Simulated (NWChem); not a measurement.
# VSXC/cc-pVDZ/cc-pVDZ-PP (core potential) run of SnH3F (SnFH3)

What is the energy difference between two shapes of SnH3F (SnFH3) at VSXC/cc-pVDZ/cc-pVDZ-PP (core potential)? 

The results are computed with NWChem 7.3.0.

1 further run of the same task is left out (it didn't finish).

## Step 1: The structure to begin with

SnH3F: 5 atoms, total charge 0, spin state singlet. SMILES: `[H][Sn]([H])([H])[F]`. Geometry: a GFN2-xTB relaxation, a rough one for these elements and not checked as a minimum.

Bond lengths: Sn1–F2 1.924 Å, Sn1–H3 1.664 Å, Sn1–H4 1.662 Å, Sn1–H5 1.663 Å. Angles: F2–Sn1–H3 102.5°, F2–Sn1–H4 102.8°, F2–Sn1–H5 102.6°, H3–Sn1–H4 115.3°, H3–Sn1–H5 115.3°, H4–Sn1–H5 115.5°.

## Step 2: A single-point energy at VSXC/cc-pVDZ/cc-pVDZ-PP (core potential)

Input file a.xyz:

```xyz
5

Sn    -0.002590     0.002420    -0.166930
F      0.011740    -0.019270     1.757340
H      1.619230     0.010970    -0.538180
H     -0.817750     1.408460    -0.512480
H     -0.810630    -1.402580    -0.539750
```

Input file run.py:

```python
from ase.io import read
from ase.calculators.nwchem import NWChem

atoms = read('a.xyz')

calc = NWChem(
    label='a',
    theory='dft',
    memory='2200 mb',
    basis={'Sn': 'cc-pVDZ-PP', 'F': 'cc-pVDZ', 'H': 'cc-pVDZ'},
    basispar='spherical bse',
    dft={'xc': 'vs98', 'mult': '1', 'grid': 'xfine', 'convergence': 'energy 1e-08', 'direct': None, 'iterations': '150'},
    task='energy',
    **{'ecp bse': {'Sn library': 'cc-pVDZ-PP'}},
)
atoms.calc = calc

print("Total energy (eV):", round(atoms.get_potential_energy(), 6))
print("dipole (e A):", atoms.get_dipole_moment().round(4))
```

On the command line:

```
$ export ASE_NWCHEM_COMMAND="nwchem PREFIX.nwi > PREFIX.nwo"
$ python run.py
```

What it wrote:

```text
Total energy (eV): -8603.724974
dipole (e A): [-0.0064  0.0075 -0.5878]
```

The calculator wrote a.nwi:

```
title "a"

permanent_dir a

scratch_dir a

start a

geometry units angstrom nocenter noautosym noautoz
  Sn -2.5899999999999999e-03 2.4199999999999998e-03 -1.6693000000000000e-01
  F  1.1740000000000000e-02 -1.9269999999999999e-02 1.7573399999999999e+00
  H  1.6192299999999999e+00 1.0970000000000001e-02 -5.3817999999999999e-01
  H  -8.1774999999999998e-01 1.4084600000000000e+00 -5.1248000000000005e-01
  H  -8.1062999999999996e-01 -1.4025799999999999e+00 -5.3974999999999995e-01
end

memory 2200 mb

basis spherical bse noprint
  Sn library cc-pVDZ-PP
   F library cc-pVDZ
   H library cc-pVDZ
end

dft
  xc vs98
  mult 1
  grid xfine
  convergence energy 1e-08
  direct
  iterations 150
end
ecp bse
  Sn library cc-pVDZ-PP
end

task dft energy
```

a.nwo (excerpt; [...] marks lines left out):

```text
[...]
 **** WARNING Zero Coefficient **** on atom "              Sn"
[... 25 lines left out ...]
[...]
      One electron energy =     -679.726961044548
[... 1 line left out ...]
    Exchange-Corr. energy =      -29.963312845525
[... 6 lines left out ...]
                       DFT Final Molecular Orbital Analysis
[... 360 lines left out ...]
    37      0.238119  2 F  d  2              22      0.109974  1 Sn d  1
[...]
```

Run time: 15 s. Hardware: 1 thread of INTEL XEON PLATINUM 8581C at 2.10GHz (Emerald Rapids), shared host; peak memory 0.13 GiB.

## Step 3: The distorted shape

Input file calc.nw:

```
start calc
title "FH3Sn"
memory 2200 mb

geometry units angstrom noautosym nocenter noautoz
Sn      -0.020310       0.068386      -0.210174
F        0.051277       0.000134       1.829347
H        1.564112       0.056333      -0.543513
H       -0.747201       1.433334      -0.578660
H       -0.769269      -1.431780      -0.605637
end

basis "ao basis" spherical bse
* library cc-pVDZ except Sn
Sn library cc-pVDZ-PP
end

ecp bse
Sn library cc-pVDZ-PP
end

dft
xc vs98
grid xfine
convergence energy 1e-08
direct
iterations 150
end

task dft
```

On the command line:

```
$ nwchem calc.nw > calc.out
```

What it wrote:

```text
[...]
 **** WARNING Zero Coefficient **** on atom "              Sn"
 angular momentum value:-1  standard basis set name: "cc-pVDZ-PP"
 input line that generated warning:
  1793: 2       1.0000000              0.0000000
[...]
          Wavefunction type:  closed shell.
          No. of atoms     :     5
          No. of electrons :    34
[...]
          Charge           :     0
          Spin multiplicity:     1
[...]
          AO basis - number of functions:    52
[...]
              XC Information
              --------------
                         VS98 Method XC Functional
                          VS98 Exchange Functional  1.000
                       VS98 Correlation Functional  1.000
[...]
 d= 0,ls=0.0,diis     1   -316.0940394233 -3.94D+02  5.26D-02  5.74D-01     2.2
[...]
 d= 0,ls=0.0,diis    10   -316.1742420720 -4.49D-09  3.44D-07  4.65D-10    17.5
         Total DFT energy =     -316.174242072024
      One electron energy =     -673.777128276213
           Coulomb energy =      309.444342780419
    Exchange-Corr. energy =      -29.943804970854
 Nuclear repulsion energy =       78.102348394623
[...]
```

Wall time 18 s (1 thread of INTEL XEON PLATINUM 8581C at 2.10GHz (Emerald Rapids), shared host); peak memory 0.13 GiB.

## Step 4: Results

Level: VSXC/cc-pVDZ/cc-pVDZ-PP (core potential).

| quantity | value |
| --- | --- |
| first shape: total energy | -316.18106 Eh |
| first shape: dipole moment | 2.82 D |
| first shape: HOMO energy | -7.61 eV |
| first shape: LUMO energy | -1.12 eV |
| first shape: HOMO–LUMO gap | 6.49 eV |
| distorted shape: total energy | -316.17424 Eh |
| distorted shape: dipole moment | 3.33 D |
| distorted shape: HOMO energy | -7.24 eV |
| distorted shape: LUMO energy | -1.44 eV |
| distorted shape: HOMO–LUMO gap | 5.81 eV |
| energy change with the atoms displaced | 0.186 eV |

In words: With the atoms displaced the energy rises by 0.19 eV (4.3 kcal/mol). The first shape isn't relaxed at this level, so the change isn't measured from a minimum.
